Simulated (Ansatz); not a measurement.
# CH4F2Ge: the cost of one run

All numbers below are computed with Ansatz 0.2.0 (RKS PBE/def2-SVP).

## (1) The system as given

Bond lengths: Ge1–C2 1.960 Å, C2–H3 1.110 Å, C2–H4 1.110 Å, C2–H5 1.110 Å, Ge1–F6 1.680 Å, Ge1–F7 1.679 Å, Ge1–H8 1.549 Å. Angles: Ge1–C2–H3 109.5°, Ge1–C2–H4 109.5°, Ge1–C2–H5 109.5°, H3–C2–H4 109.4°, H3–C2–H5 109.4°, H4–C2–H5 109.4°, C2–Ge1–F6 109.4°, C2–Ge1–F7 109.5°, C2–Ge1–H8 109.5°, F6–Ge1–F7 109.5°, F6–Ge1–H8 109.5°, F7–Ge1–H8 109.5°.

Coordinates:

```xyz
8

Ge    0.0000    0.0000    0.0000
C     0.0000    0.0000    1.9600
H    -0.9996   -0.3092    2.3305
H     0.7676   -0.7111    2.3305
H     0.2320    1.0203    2.3305
F     1.5842    0.0000   -0.5594
F    -0.7913    1.3709   -0.5594
H    -0.7300   -1.2648   -0.5162
```

## (2) Preparing the start

input.yaml reads:

```yaml
crystal:
  periodic: [false, false, false]
  atoms:
    - { symbol: Ge, position_ang: [0.0, 0.0, 0.0] }
    - { symbol: C, position_ang: [0.0, 0.0, 1.96] }
    - { symbol: H, position_ang: [-0.9996, -0.3092, 2.3305] }
    - { symbol: H, position_ang: [0.7676, -0.7111, 2.3305] }
    - { symbol: H, position_ang: [0.232, 1.0203, 2.3305] }
    - { symbol: F, position_ang: [1.5842, 0.0, -0.5594] }
    - { symbol: F, position_ang: [-0.7913, 1.3709, -0.5594] }
    - { symbol: H, position_ang: [-0.73, -1.2648, -0.5162] }
basis:
  gaussian: { orbitals: def2-SVP }
hamiltonian:
  xc: pbe
relax:
  f_tol: 0.02
  max_steps: 40
```

Command:

```console
ansatz run input.yaml --threads 1 --pin off --max-ram 2048MiB --backend cpu --events-out ev --progress --plain --runs-dir out
```

**Question.** How long does this run take on 1 thread of Arm Neoverse V2, shared host, and how much memory does it need?

About 31 s, with a peak of 0.12 GiB.
